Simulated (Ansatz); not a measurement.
# GaAs: the cost of one run

Method: DFT PBE, scalar-relativistic, plane waves, PAW, in Ansatz 0.2.0.

**1. The structure to begin with**

Symmetry: F-43m, No. 216, cubic system. Conventional cell: a = 5.654 Å, b = 5.654 Å, c = 5.654 Å, α = 90.00°, β = 90.00°, γ = 90.00°. Ga (site symmetry -43m) has 4 As at 2.45 Å as nearest neighbours. As (site symmetry -43m) is surrounded by 4 Ga at 2.45 Å.

Coordinates:

```
CELL_PARAMETERS angstrom
5.65370 0.00000 0.00000
0.00000 -5.65370 0.00000
0.00000 0.00000 -5.65370
ATOMIC_POSITIONS crystal
Ga 0.00000 0.50000 0.50000
Ga 0.50000 0.00000 0.50000
Ga 0.50000 0.50000 0.00000
Ga 0.00000 0.00000 0.00000
As 0.75000 0.75000 0.75000
As 0.25000 0.25000 0.75000
As 0.25000 0.75000 0.25000
As 0.75000 0.25000 0.25000
```

The cell is taken as given, not relaxed at this level.

**2. Zero of the scan**

input.yaml reads:

```yaml
crystal:
  lattice:
    - [5.6537, 0.0, 0.0]
    - [0.0, -5.6537, 0.0]
    - [0.0, 0.0, -5.6537]
  atoms:
    - { symbol: Ga, position: [0.0, 0.5, 0.5] }
    - { symbol: Ga, position: [0.5, 0.0, 0.5] }
    - { symbol: Ga, position: [0.5, 0.5, 0.0] }
    - { symbol: Ga, position: [0.0, 0.0, 0.0] }
    - { symbol: As, position: [0.75, 0.75, 0.75] }
    - { symbol: As, position: [0.25, 0.25, 0.75] }
    - { symbol: As, position: [0.25, 0.75, 0.25] }
    - { symbol: As, position: [0.75, 0.25, 0.25] }
basis:
  ecutwfc: 420
kpoints:
  mp_grid: { grid: [4, 4, 4] }
hamiltonian:
  xc: pbe
scf:
  occupations: { method: gaussian, width: 0.05 }
output:
  forces: true
  stress: true
  eigenvalues: true
```

On the command line:

```
$ ansatz run input.yaml --threads 1 --pin off --max-ram 2560MiB --backend cpu --events-out ev --progress --plain --runs-dir out
```

Q: Estimate wall time and peak memory on 1 thread of Intel Xeon at 2.70GHz, shared host.

About 16 s, with a peak of 0.44 GiB.
